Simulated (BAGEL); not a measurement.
# HF/STO-3G (density fitting with qzvpp-jkfit) run of BH3S2O (SMILES OB(S)S)

What is the energy change on altering one bond length of BH3S2O at HF/STO-3G (density fitting with qzvpp-jkfit)? 

The results are computed with BAGEL 1.2.2.

1 further run of the same task is left out (set aside as unsound or not needed). Runs told in other sessions of the task aren't counted.

## 1. Starting point

BH3S2O has 7 atoms, charge 0, and is taken as a singlet. SMILES: `OB(S)S`. The coordinates come from a PBE0-D4/def2-TZVP relaxation. This is one conformer, not always the lowest.

Bond lengths: O1–B2 1.356 Å, B2–S3 1.814 Å, B2–S4 1.821 Å, O1–H5 0.959 Å, S3–H6 1.342 Å, S4–H7 1.344 Å. Angles: O1–B2–S3 115.7°, O1–B2–S4 125.4°, S3–B2–S4 118.9°, B2–O1–H5 115.1°, B2–S3–H6 96.4°, B2–S4–H7 97.8°.

## 2. The energy at HF/STO-3G (density fitting with qzvpp-jkfit)

The input, job.json:

```json
{ "bagel": [

{
  "title": "molecule",
  "basis": "sto-3g",
  "df_basis": "qzvpp-jkfit",
  "angstrom": "true",
  "geometry": [
    { "atom": "O", "xyz": [   -1.258000,    0.682600,    0.409800 ] },
    { "atom": "B", "xyz": [   -0.068200,    0.046200,    0.279300 ] },
    { "atom": "S", "xyz": [    0.797400,   -0.326900,    1.829100 ] },
    { "atom": "S", "xyz": [    0.697600,   -0.445200,   -1.298000 ] },
    { "atom": "H", "xyz": [   -1.708400,    0.874500,   -0.414600 ] },
    { "atom": "H", "xyz": [    1.861600,   -0.919300,    1.266500 ] },
    { "atom": "H", "xyz": [   -0.260700,    0.020100,   -2.117700 ] }
  ]
},
{
  "title": "hf"
},
{
  "title": "print",
  "file": "orbitals.molden",
  "orbitals": "true"
}

]}
```

Launch:

```console
$ BAGEL_NUM_THREADS=1 BAGEL job.json > job.out
```

The log of the run:

```text
* using 1 threads per process

  ===============================================================
  ===============================================================

  *** Geometry ***

  { "atom" : "O", "xyz" : [     -2.377275,      1.289927,      0.774410 ] },
  { "atom" : "B", "xyz" : [     -0.128879,      0.087305,      0.527801 ] },
  { "atom" : "S", "xyz" : [      1.506868,     -0.617751,      3.456498 ] },
  { "atom" : "S", "xyz" : [      1.318273,     -0.841306,     -2.452865 ] },
  { "atom" : "H", "xyz" : [     -3.228408,      1.652565,     -0.783480 ] },
  { "atom" : "H", "xyz" : [      3.517914,     -1.737225,      2.393338 ] },
  { "atom" : "H", "xyz" : [     -0.492652,      0.037983,     -4.001873 ] },

  Number of auxiliary basis functions:      462

  Since a DF basis is specified, we compute 2- and 3-index integrals:
    o Being stored without compression. Storage requirement is 0.004 GB

  Number of basis functions:       31
  Number of electrons      :       48

    * METHOD: MOLECULE                             0.13

  *** RHF ***

  === Nuclear Repulsion ===
   188.6229054300

      * DIIS with orbital gradients will be used.

  === RHF iteration (sto-3g) ===
      0       -886.32265454          0.01632962           0.02
      1       -886.40631195          0.00524557           0.02
      2       -886.41388704          0.00087390           0.02
      3       -886.41422909          0.00014447           0.02
      4       -886.41424271          0.00003857           0.02
      5       -886.41424379          0.00001300           0.02
      6       -886.41424393          0.00000235           0.02
      7       -886.41424394          0.00000053           0.02
      8       -886.41424394          0.00000014           0.02
      9       -886.41424394          0.00000005           0.02
     10       -886.41424394          0.00000001           0.02
     11       -886.41424394          0.00000000           0.02
    * SCF iteration converged.

    * Permanent dipole moment:
           (    0.318504,    -0.125354,     0.791194) a.u.

    * METHOD: HF                                   0.33

    * METHOD: PRINT                                0.00

  ===============================================================
```

Wall time 0.62 s (1 thread of Arm Neoverse V2, shared host); peak memory 0.082 GiB.

## 3. The distorted shape, same level

The input, input.json:

```json
{ "bagel": [

{
  "title": "molecule",
  "basis": "sto-3g",
  "df_basis": "qzvpp-jkfit",
  "angstrom": true,
  "geometry": [
    { "atom": "O", "xyz": [   -1.122859,    0.625021,    0.657158 ] },
    { "atom": "B", "xyz": [    0.066941,   -0.011379,    0.526658 ] },
    { "atom": "S", "xyz": [    0.932541,   -0.384479,    2.076458 ] },
    { "atom": "S", "xyz": [    0.832741,   -0.502779,   -1.050642 ] },
    { "atom": "H", "xyz": [   -1.708400,    0.874500,   -0.414600 ] },
    { "atom": "H", "xyz": [    1.996741,   -0.976879,    1.513858 ] },
    { "atom": "H", "xyz": [   -0.125559,   -0.037479,   -1.870342 ] }
  ]
},
{
  "title": "hf"
},
{
  "title": "print",
  "file": "orbitals.molden",
  "orbitals": true
}

]}
```

Launch:

```console
$ BAGEL_NUM_THREADS=1 BAGEL input.json > input.out
```

The log of the run:

```text
* using 1 threads per process

  ===============================================================
  ===============================================================

  *** Geometry ***

  { "atom" : "O", "xyz" : [     -2.121896,      1.181119,      1.241849 ] },
  { "atom" : "B", "xyz" : [      0.126500,     -0.021503,      0.995239 ] },
  { "atom" : "S", "xyz" : [      1.762247,     -0.726560,      3.923937 ] },
  { "atom" : "S", "xyz" : [      1.573652,     -0.950115,     -1.985426 ] },
  { "atom" : "H", "xyz" : [     -3.228408,      1.652565,     -0.783480 ] },
  { "atom" : "H", "xyz" : [      3.773294,     -1.846034,      2.860777 ] },
  { "atom" : "H", "xyz" : [     -0.237272,     -0.070825,     -3.534434 ] },

  Number of auxiliary basis functions:      462

  Since a DF basis is specified, we compute 2- and 3-index integrals:
    o Being stored without compression. Storage requirement is 0.004 GB

  Number of basis functions:       31
  Number of electrons      :       48

    * METHOD: MOLECULE                             0.14

  *** RHF ***

  === Nuclear Repulsion ===
   187.2175550439

      * DIIS with orbital gradients will be used.

  === RHF iteration (sto-3g) ===
      0       -886.25744194          0.01802027           0.02
      1       -886.35021256          0.00707086           0.02
      2       -886.36217205          0.00108618           0.02
      3       -886.36264175          0.00022149           0.02
      4       -886.36266763          0.00006451           0.02
      5       -886.36266992          0.00001777           0.02
      6       -886.36267016          0.00000293           0.02
      7       -886.36267016          0.00000085           0.02
      8       -886.36267016          0.00000023           0.02
      9       -886.36267016          0.00000008           0.02
     10       -886.36267016          0.00000003           0.02
     11       -886.36267016          0.00000001           0.02
    * SCF iteration converged.

    * Permanent dipole moment:
           (    0.289148,    -0.112233,     0.748368) a.u.

    * METHOD: HF                                   0.36

    * METHOD: PRINT                                0.00

  ===============================================================
```

It took 0.66 s on 1 thread of Arm Neoverse V2, shared host; peak memory 0.082 GiB.

## 4. Outcome

At HF/STO-3G (density fitting with qzvpp-jkfit):

| quantity | value |
| --- | --- |
| first shape: total energy | -886.41424 Eh |
| first shape: dipole moment | 2.19 D |
| first shape: HOMO energy | -7.10 eV |
| first shape: LUMO energy | 8.76 eV |
| first shape: HOMO–LUMO gap | 15.86 eV |
| distorted shape: total energy | -886.36267 Eh |
| distorted shape: dipole moment | 2.06 D |
| distorted shape: HOMO energy | -7.14 eV |
| distorted shape: LUMO energy | 8.78 eV |
| distorted shape: HOMO–LUMO gap | 15.92 eV |
| energy change with the O1–H5 bond stretched from 0.959 to 1.247 Å | 1.403 eV |

In words: With the O1–H5 bond stretched from 0.959 to 1.247 Å the energy rises by 1.40 eV (135 kJ/mol). The first shape isn't relaxed at this level, so the change isn't measured from a minimum. The minimal basis adds a large error of its own.
